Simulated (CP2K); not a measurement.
Runs of CP2K 2026.2 on GeW. It takes space group Fm-3m (No. 225, cubic). Conventional cell: a = 5.155 Å, b = 5.155 Å, c = 5.155 Å, α = 90.00°, β = 90.00°, γ = 90.00°. Ge (site symmetry m-3m) is surrounded by 6 W at 2.58 Å. W (site symmetry m-3m) is surrounded by 6 Ge at 2.58 Å. The cell was built by a generator and needn't be a form met in nature.

| task | level | cell | k mesh | k points reduced by the point group | NGRIDS | CUTOFF of the grids | EXTRAPOLATION | optimiser | gap on the mesh (eV) | pressure (GPa) | relaxed volume (Å³/atom) |
| --- | --- | --- | --- | --- | --- | --- | --- | --- | --- | --- | --- |
| single point | PBE | as given | 9 × 9 × 9 | yes | 4 | 450 Ry | - | - | none | 0.8 | - |
| relaxation of cell and atoms | PBEsol | relaxed | 7 × 7 × 7 | - | 5 | 675 Ry | USE_PREV_P | BFGS | none | 0.0 | (a) |
| relaxation of cell and atoms | BEEF-vdW | relaxed | 7 × 7 × 7 | - | 5 | 675 Ry | USE_PREV_P | BFGS | none | 0.0 | 17.16 |
| relaxation of cell and atoms | PBE | relaxed | 7 × 7 × 7 | - | 5 | 675 Ry | USE_PREV_P | BFGS | none | 0.0 | 17.19 |
| relaxation of cell and atoms | LDA | relaxed | 7 × 7 × 7 | - | 5 | 675 Ry | USE_PREV_P | BFGS | none | 0.0 | (b) |
| single point | PBE | atoms moved at random, drawn with an rms of 0.05 Å | 9 × 9 × 9 | yes | 5 | 450 Ry | - | - | none | 1.2 | - |

Alike in all rows: potentials or basis POTENTIAL_UZH Ge GTH-PBE-q4, W GTH-PBE-q14; TZVP-MOLOPT-PBE-GTH basis; no spin polarisation; smearing fermi-dirac 0.05 eV.

Q: Fill in the values left out.

A: (a) 16.88; (b) 16.78.

Caveats: the basis of atomic orbitals isn't converged, which shifts pressures, moduli and gaps; the potentials were made for another functional, which shifts forces and pressure (some runs); the real-space grid breaks the cell's symmetry a little (some runs).

A k mesh can miss the band edges, and the runs leave out spin-orbit coupling on Ge, W.

A gap of «none» marks a metal or a gap under the smearing width.
